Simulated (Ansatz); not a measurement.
# C2H3F2GaSi: the cost of one run

Program: Ansatz 0.2.0, Gaussian basis. Level of theory: the settings change from run to run. These are calculated values, not measurements.

**1. The relaxed structure**

The geometry comes from an earlier relaxation with PBE0-D4 in a triple-zeta def2 set; it is a stationary point, not always the lowest conformer.

9 atoms, charge 0, spin multiplicity 1.

Atoms are counted from 1 here; the program's logs count them from 0.

Bond lengths: C1–C2 1.207 Å, C1–H7 1.067 Å, C2–Si3 1.820 Å, Si3–F4 1.593 Å, Si3–F5 1.593 Å, Si3–Ga6 2.419 Å, Ga6–H8 1.567 Å, Ga6–H9 1.567 Å. Angles: C2–C1–H7 178.9°, C1–C2–Si3 172.7°, C2–Si3–F4 107.8°, C2–Si3–F5 107.8°, C2–Si3–Ga6 110.8°, F4–Si3–F5 105.7°, F4–Si3–Ga6 112.3°, F5–Si3–Ga6 112.3°, Si3–Ga6–H8 120.0°, Si3–Ga6–H9 119.8°, H8–Ga6–H9 120.2°.

Geometry (Å):

```xyz
9

C     1.3313   -2.1552   -0.3274
C     0.9425   -1.0323   -0.5390
Si    0.2212    0.6331   -0.6727
F    -0.4336    0.7645   -2.1193
F     1.4179    1.6848   -0.6436
Ga   -1.3807    1.0183    1.0978
H     1.6871   -3.1461   -0.1567
H    -2.8857    0.6333    0.8889
H    -0.9000    1.5997    2.4719
```

**2. r2SCAN50/cc-pVTZ**

Options: charge +1, multiplicity 2, D4 dispersion, the search for lower states set to off.

The input, in.yaml:

```yaml
crystal:
  periodic: [false, false, false]
  atoms:
    - {symbol: C, position_ang: [1.331339, -2.155195, -0.327364]}
    - {symbol: C, position_ang: [0.942474, -1.032311, -0.539033]}
    - {symbol: Si, position_ang: [0.221224, 0.633056, -0.672694]}
    - {symbol: F, position_ang: [-0.433602, 0.764466, -2.119253]}
    - {symbol: F, position_ang: [1.417857, 1.684769, -0.643572]}
    - {symbol: Ga, position_ang: [-1.380701, 1.018349, 1.097827]}
    - {symbol: H, position_ang: [1.687092, -3.146129, -0.156685]}
    - {symbol: H, position_ang: [-2.885705, 0.633290, 0.888932]}
    - {symbol: H, position_ang: [-0.899979, 1.599716, 2.471852]}
basis:
  gaussian: {orbitals: cc-pVTZ}
total_charge: 1
magnetization: {spin_polarized: true, initial_magnetization: 1}
hamiltonian: {xc: {name: r2SCAN50}, dispersion: d4}
scf: {lower_state_search: off}
```

Launch:

```console
> ansatz run in.yaml --threads 4 --pin off --events-out ev --progress --plain --max-ram 10444MiB
```

What time and memory should one allow on 4 threads of Intel Xeon Platinum 8488C, shared host?

About 10 s, with a peak of 1 GiB.
